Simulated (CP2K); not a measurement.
# SiSe (P-6m2) in CP2K: settings compared, part 3 of 3

CP2K 2026.2. Earlier steps stand in the parts before.

### Step 6. Band structure, r2SCAN

Input file sise_bands.inp:

```
&GLOBAL
  PROJECT sise_bands
  RUN_TYPE ENERGY_FORCE
  PRINT_LEVEL LOW
&END GLOBAL
&FORCE_EVAL
  METHOD QS
  STRESS_TENSOR ANALYTICAL
  &DFT
    BASIS_SET_FILE_NAME BASIS_MOLOPT_UZH
    POTENTIAL_FILE_NAME POTENTIAL_UZH
    &MGRID
      CUTOFF 675
      REL_CUTOFF 60
      NGRIDS 4
    &END MGRID
    &QS
      METHOD GPW
      EPS_DEFAULT 1.0E-9
    &END QS
    &KPOINTS
      SCHEME MONKHORST-PACK 9 9 7
      GAMMA_CENTERED T
      SYMMETRY T
      SYMMETRY_BACKEND SPGLIB
    &END KPOINTS
    &SCF
      SCF_GUESS ATOMIC
      EPS_SCF 1.0E-6
      MAX_SCF 100
      ADDED_MOS 10
      CHOLESKY OFF
      EPS_EIGVAL 1.0E-7
      &DIAGONALIZATION ON
        ALGORITHM STANDARD
      &END DIAGONALIZATION
      &MIXING ON
        METHOD BROYDEN_MIXING
        ALPHA 0.4
        BETA 1.5
        NBUFFER 8
      &END MIXING
      &SMEAR ON
        METHOD FERMI_DIRAC
        ELECTRONIC_TEMPERATURE [K] 116.045
      &END SMEAR
    &END SCF
    &XC
      &XC_FUNCTIONAL
        &MGGA_X_R2SCAN
        &END MGGA_X_R2SCAN
        &MGGA_C_R2SCAN
        &END MGGA_C_R2SCAN
      &END XC_FUNCTIONAL
    &END XC
    &PRINT
      &KPOINTS ON
      &END KPOINTS
      &MULLIKEN ON
      &END MULLIKEN
      &MO ON
        ENERGIES T
        OCCUPATION_NUMBERS T
        &EACH
          QS_SCF 0
        &END EACH
        ADD_LAST NUMERIC
      &END MO
      &LOWDIN ON
      &END LOWDIN
      &HIRSHFELD ON
        SHAPE_FUNCTION DENSITY
      &END HIRSHFELD
      &BAND_STRUCTURE
        FILE_NAME bands.bs
        ADDED_MOS 2
        &KPOINT_SET
          UNITS B_VECTOR
          NPOINTS 8
          SPECIAL_POINT GAMMA 0.00000000 0.00000000 0.00000000
          SPECIAL_POINT M 0.50000000 0.00000000 0.00000000
          SPECIAL_POINT K 0.33333333 0.33333333 0.00000000
          SPECIAL_POINT GAMMA 0.00000000 0.00000000 0.00000000
          SPECIAL_POINT A 0.00000000 0.00000000 0.50000000
          SPECIAL_POINT L 0.50000000 0.00000000 0.50000000
          SPECIAL_POINT H 0.33333333 0.33333333 0.50000000
          SPECIAL_POINT A 0.00000000 0.00000000 0.50000000
        &END KPOINT_SET
        &KPOINT_SET
          UNITS B_VECTOR
          NPOINTS 8
          SPECIAL_POINT L 0.50000000 0.00000000 0.50000000
          SPECIAL_POINT M 0.50000000 0.00000000 0.00000000
        &END KPOINT_SET
        &KPOINT_SET
          UNITS B_VECTOR
          NPOINTS 8
          SPECIAL_POINT K 0.33333333 0.33333333 0.00000000
          SPECIAL_POINT H 0.33333333 0.33333333 0.50000000
        &END KPOINT_SET
      &END BAND_STRUCTURE
    &END PRINT
  &END DFT
  &SUBSYS
    &CELL
      ABC 3.5952000000 3.5951960754 3.5987300000
      ALPHA_BETA_GAMMA 90.0000000000 90.0000000000 120.0000361102
      PERIODIC XYZ
    &END CELL
    &COORD
      SCALED
      Si  0.6666700000 0.3333300000 0.5000000000
      Se  0.0000000000 0.0000000000 0.0000000000
    &END COORD
    &KIND Si
      BASIS_SET TZVP-MOLOPT-SCAN-GTH-q4
      POTENTIAL GTH-SCAN-q4
    &END KIND
    &KIND Se
      BASIS_SET TZVP-MOLOPT-SCAN-GTH-q6
      POTENTIAL GTH-SCAN-q6
    &END KIND
    &PRINT
      &ATOMIC_COORDINATES ON
      &END ATOMIC_COORDINATES
      &CELL ON
      &END CELL
      &SYMMETRY ON
      &END SYMMETRY
    &END PRINT
  &END SUBSYS
  &PRINT
    &FORCES ON
    &END FORCES
    &STRESS_TENSOR ON
    &END STRESS_TENSOR
  &END PRINT
&END FORCE_EVAL
```

Potentials or basis: POTENTIAL_UZH Si GTH-SCAN-q4, Se GTH-SCAN-q6; TZVP-MOLOPT-SCAN-GTH basis.

Started as:

```sh
OMP_NUM_THREADS=1 cp2k.psmp -i sise_bands.inp -o sise_bands.out
```

It took 44 s on 1 thread of Arm Neoverse V2, shared host; peak memory 0.32 GiB.

Results (log left out):

```
Free energy            : -364.2655 eV
Pressure               : 0.3 GPa
Band gap on the k mesh : none (metal or under the smearing width)
Mulliken charges       : Si +0.24; Se -0.24 e
Hirshfeld charges      : Si +0.10; Se -0.10 e
```

Stress tensor (GPa, compression positive):
```
0.38 0.00 0.00
0.00 0.38 0.00
0.00 0.00 0.10
```

Levels at the corners of the path, in eV from the Fermi level:
```
point  band 3  band 4  band 5  band 6  band 7  band 8
    Γ   -4.07   -2.07   -2.07    2.97    2.97    5.09
    M   -3.71   -2.23   -1.87    1.90    2.09    5.32
    K   -6.20   -1.86    1.33    1.34    1.61    4.01
    Γ   -4.07   -2.07   -2.07    2.97    2.97    5.09
    A   -0.95   -0.95    1.72    2.21    2.69    2.69
    L   -6.43   -5.69   -2.17    0.88    2.94    2.95
    H   -6.36   -6.07   -4.24   -2.10    6.06    6.65
    A   -0.95   -0.95    1.72    2.21    2.69    2.69
    L   -6.43   -5.69   -2.17    0.88    2.94    2.95
    M   -3.71   -2.23   -1.87    1.90    2.09    5.32
    K   -6.20   -1.86    1.33    1.34    1.61    4.01
    H   -6.36   -6.07   -4.24   -2.10    6.06    6.65
```

Caveat: Mulliken charges move with the basis; the basis of atomic orbitals isn't converged, which shifts pressures, moduli and gaps.

### Step 7. Summary

| level | potentials or basis | smearing | EPS_DEFAULT | NGRIDS | points a segment of the path (NPOINTS) | bands added on the path | CUTOFF of the grids | gap on the mesh (eV) | pressure (GPa) |
| --- | --- | --- | --- | --- | --- | --- | --- | --- | --- |
| PBE | POTENTIAL_UZH Si GTH-PBE-q4, Se GTH-PBE-q6; TZVP-MOLOPT-PBE-GTH basis | fermi-dirac 0.1 eV | 1.0E-10 | 5 | 10 | 6 | 450 Ry | none | 0.7 |
| PBE | POTENTIAL_UZH Si GTH-PBE-q4, Se GTH-PBE-q6; TZVP-MOLOPT-PBE-GTH basis | fermi-dirac 0.01 eV | 1.0E-10 | 4 | 10 | 6 | 450 Ry | none | 1.0 |
| LDA | GTH_POTENTIALS Si GTH-PADE-q4, Se GTH-PADE-q6; TZVP-MOLOPT-PBE-GTH basis | fermi-dirac 0.0259 eV | 1.0E-9 | 4 | 10 | 6 | 450 Ry | none | -3.1 |
| PBEsol | POTENTIAL_UZH Si GTH-PBE-q4, Se GTH-PBE-q6; TZVP-MOLOPT-PBE-GTH basis | fermi-dirac 0.05 eV | 1.0E-9 | 4 | 6 | 4 | 450 Ry | none | -1.4 |
| r2SCAN | POTENTIAL_UZH Si GTH-SCAN-q4, Se GTH-SCAN-q6; TZVP-MOLOPT-SCAN-GTH basis | fermi-dirac 0.01 eV | 1.0E-9 | 4 | 8 | 2 | 675 Ry | none | 0.3 |

Alike in all rows: task band structure; no spin polarisation; cell as given; k mesh 9 × 9 × 7.

Caveats: the basis of atomic orbitals isn't converged, which shifts pressures, moduli and gaps; the potentials were made for another functional, which shifts forces and pressure (some runs).

Absolute energies hang on the potentials; compare differences alone.
